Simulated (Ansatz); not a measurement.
# CH₃F₂GaS: geometry and vibrations

The task is to find a stationary geometry of CH₃F₂GaS, check the end point by its vibrations and derive ideal-gas thermochemistry, and look at its orbitals and charge.

The runs use Ansatz 0.2.0, Gaussian basis; RKS PBE0-D4/def2-TZVP.

The runs, in order: relaxation at PBE0-D4/def2-TZVP; harmonic vibrations at the same level; a single point in def2-TZVPP for the fields.

## Step 1: Where the work starts

SMILES `C[S][Ga]([F])[F]`, 8 atoms, charge 0, spin multiplicity 1.

Atoms are counted from 1 here; the program's logs count them from 0.

Bond lengths: C1–S2 1.833 Å, C1–H6 1.088 Å, C1–H7 1.086 Å, C1–H8 1.087 Å, S2–Ga3 2.233 Å, Ga3–F4 1.774 Å, Ga3–F5 1.757 Å. Angles: S2–C1–H6 110.5°, S2–C1–H7 105.3°, S2–C1–H8 110.3°, H6–C1–H7 109.9°, H6–C1–H8 110.7°, H7–C1–H8 110.0°, C1–S2–Ga3 98.1°, S2–Ga3–F4 117.0°, S2–Ga3–F5 129.3°, F4–Ga3–F5 113.7°.

As a file:

```xyz
8

C    -0.51500   -0.83021    1.00079
S     0.77618    0.46915    1.07568
Ga    0.72882    1.08239   -1.07121
F    -0.35152    0.17420   -2.14585
F     1.62602    2.35561   -1.88519
H    -0.30076   -1.53527    0.20059
H    -0.46887   -1.33619    1.96100
H    -1.49487   -0.37968    0.86419
```

The start is a GFN2-xTB geometry.

## Step 2: Relaxation at PBE0-D4/def2-TZVP

The input, in.yaml:

```yaml
crystal:
  periodic: [false, false, false]
  atoms:
    - {symbol: C, position_ang: [-0.515000, -0.830210, 1.000790]}
    - {symbol: S, position_ang: [0.776180, 0.469150, 1.075680]}
    - {symbol: Ga, position_ang: [0.728820, 1.082390, -1.071210]}
    - {symbol: F, position_ang: [-0.351520, 0.174200, -2.145850]}
    - {symbol: F, position_ang: [1.626020, 2.355610, -1.885190]}
    - {symbol: H, position_ang: [-0.300760, -1.535270, 0.200590]}
    - {symbol: H, position_ang: [-0.468870, -1.336190, 1.961000]}
    - {symbol: H, position_ang: [-1.494870, -0.379680, 0.864190]}
basis:
  gaussian: {orbitals: def2-TZVP}
hamiltonian: {xc: pbe0, dispersion: d4}
relax: {f_tol: 0.005, max_steps: 150}
```

Command:

```console
$ ansatz run in.yaml --threads 4 --pin off --events-out ev --progress --plain --max-ram 10444MiB
```

Further steps of the session: Force constants and modes; A single point for the fields.

**Question.** What will the summary of the whole plan be? Wanted: point group; shift from the start; total energy; dispersion term; dipole moment; lowest, highest wavenumber; zero-point energy; HOMO, LUMO.

As calculated:

| quantity | value |
| --- | --- |
| point group | C1 |
| steps | 18 |
| shift from the start (rms) | 0.098 Å |
| total energy | -69722.6169 eV |
| dispersion term | -152 meV |
| dipole moment | 3.15 D |
| lowest, highest wavenumber | 22, 3185 cm⁻¹ |
| zero-point energy | 113.7 kJ/mol |
| entropy at 298.15 K | 381.9 J/(mol K) |
| HOMO, LUMO | -7.88, -1.45 eV |

In words: The relaxed geometry lies 0.10 Å (rms) from the start; the bond that changed most is S2–Ga3, from 2.233 to 2.159 Å. All wavenumbers are real, so the end point is a minimum. The stiffest mode, 3185 cm⁻¹, is a C–H stretch, and 5 modes under 200 cm⁻¹ make the vibrational entropy uncertain. Harmonic hybrid wavenumbers usually lie a few per cent above measured fundamentals. The largest Mulliken charge, +0.77 e, sits on Ga3. The HOMO lies mostly on S2 80 %; Ga3 7 % and the LUMO on Ga3 42 %; S2 21 %.
